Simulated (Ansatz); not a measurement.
**Hf (sc type): how the settings move a single-point run**

Aim: see which settings change the result for Hf (sc type), by how much, and at what cost.

Computed with Ansatz 0.2.0 (reference: DFT, PBEsol, PAW with Ansatz's default frozen-core files, scalar-relativistic, unless a step's input says otherwise).

2 further runs of the same task are left out: 1 that didn't finish, 1 set aside as unsound or not needed. Runs told in other sessions of the task aren't counted.

### Step 1. Starting point

Symmetry: Pm-3m, No. 221, cubic system. Conventional cell: a = 2.615 Å, b = 2.615 Å, c = 2.615 Å, α = 90.00°, β = 90.00°, γ = 90.00°. Hf (site symmetry m-3m) has 6 Hf at 2.62 Å in its first shell of neighbours.

Coordinates:

```cif
data_structure
_symmetry_space_group_name_H-M 'P 1'
_symmetry_Int_Tables_number 1
_cell_length_a 2.6153
_cell_length_b 2.6153
_cell_length_c 2.6153
_cell_angle_alpha 90.000
_cell_angle_beta 90.000
_cell_angle_gamma 90.000
_cell_volume 17.89
loop_
_atom_site_label
_atom_site_type_symbol
_atom_site_fract_x
_atom_site_fract_y
_atom_site_fract_z
_atom_site_occupancy
Hf1 Hf 0.00000 0.00000 0.00000 1
```

### Step 2. Baseline

input.yaml

```yaml
crystal:
  lattice:
    - [2.6153028387, 0.0, 0.0]
    - [0.0, 2.6153028387, 0.0]
    - [0.0, 0.0, 2.6153028387]
  atoms:
    - { symbol: Hf, position: [0.0, 0.0, 0.0] }
kpoints:
  mp_grid: { grid: [13, 13, 13] }
  band_path:
    path:
      - [0.0, 0.0, 0.0]
      - [0.0, 0.5, 0.0]
      - [0.5, 0.5, 0.0]
      - [0.0, 0.0, 0.0]
      - [0.5, 0.5, 0.5]
      - [0.0, 0.5, 0.0]
      - [0.5, 0.5, 0.5]
      - [0.5, 0.5, 0.0]
    npoints: 8
scf:
  occupations: { method: fermi_dirac, width: 0.08 }
hamiltonian:
  xc: pbesol
  pseudopotentials: { kind: paw }
output:
  forces: true
  stress: true
  eigenvalues: true
  populations: true
  dos: { projected: true, de: 0.2, e_range: [-14, 8] }
```

Launch:

```bash
> ansatz run input.yaml --threads 1 --pin off --max-ram 2048MiB --backend cpu --events-out ev --progress --plain --runs-dir out
```

### Step 3. Variant: starting moments, lower_state_search light, spin_polarized true

Changes to input.yaml since step 2:

```diff
@@ -6,3 +6,3 @@
   atoms:
-    - { symbol: Hf, position: [0.0, 0.0, 0.0] }
+    - { symbol: Hf, position: [0.0, 0.0, 0.0], spin: -0.5 }
 kpoints:
@@ -22,2 +22,3 @@
   occupations: { method: fermi_dirac, width: 0.08 }
+  lower_state_search: light
 hamiltonian:
@@ -30,2 +31,3 @@
   populations: true
-  dos: { projected: true, de: 0.2, e_range: [-14, 8] }
+magnetization:
+  spin_polarized: true
```

Before running it: what results should come out? Wanted: for each run, ending; energy change; pressure; gap; force.

The runs gave:

| run | ending | energy change | pressure (GPa) | gap (eV) | force (eV/Å) | cycles | time |
| --- | --- | --- | --- | --- | --- | --- | --- |
| reference | converged | 0 | 36.8 | 0.00 | 0.00 | 7 | 3 s |
| 1: starting moments, lower_state_search light, spin_polarized true | converged | 0.0 meV/atom | 36.8 | 0.00 | 0.00 | 10 | 6.4 s |

Times don't compare one to one where runs were asked for different outputs or read a saved state (see the inputs); cycles may leave out searches for a lower state.

Residual by cycle in the longest SCF loop of each run; runs are numbered as in the table. The quantity is the density residual dr2, in eV.

| cycle | reference | run 1 |
| --- | --- | --- |
| 1 | 0.0139 | 0.176 |
| 2 | 0.00663 | 0.0797 |
| 3 | 2.6e-4 | 0.00545 |
| 4 | 9.6e-6 | 9.4e-4 |
| 5 | 1.2e-6 | 1.0e-5 |
| 6 | 6.2e-8 | 5.1e-7 |
| 7 | 1.4e-9 | 1.7e-7 |
| 8 | - | 1.0e-9 |
| 9 | - | 1.9e-11 |
| 10 | - | 1.2e-13 |

What this shows: With the changed spin polarisation and search for lower states the energy stays within 0.5 meV/atom: no moment survives, so both runs end on the same non-magnetic state. The structure is not at rest: the sound run finds 37 GPa, so these are no properties of the relaxed crystal. 
